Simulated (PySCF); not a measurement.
# C3H7I (gauche-1-Iodopropane): the cost of one run

Computed with PySCF 2.14.0 and routines of our own; the level stands in each step. Atoms count from 0.

## Step 1: The starting structure

11 atoms, charge 0, multiplicity 1; geometry from: GFN2-xTB.

## Step 2: Relaxing the molecule at PBE0-D3(BJ)/def2-SVP

The job: settings as JSON, then the geometry in Å.

```
{"job": {"xc": "PBE0", "basis": "def2-SVP", "d3": "d3bj", "grid": 1, "maxiter": 30, "shake": 0.01, "kind": "geom"}, "charge": 0, "multiplicity": 1}
C     -1.120120     0.586930     0.122610
C     -0.256130    -0.622330     0.010700
C      1.166370    -0.281010    -0.335920
I      2.227910     0.792680     1.259680
H     -2.171050     0.313240     0.307880
H     -1.122990     1.186760    -0.811360
H     -0.798120     1.257570     0.927510
H     -0.271910    -1.176710     0.942530
H     -0.628010    -1.264930    -0.762630
H      1.244620     0.361650    -1.192390
H      1.767540    -1.179680    -0.484280
```

The run is started by

```bash
OMP_NUM_THREADS=1 python heavy_run.py task.json out
```

The driver reads the jobs from task.json and runs them one after another.

Q: Estimate the wall time and peak memory of this first job on 1 thread of Arm Neoverse N1, shared host.

About 32 s, with a peak of 0.43 GiB.
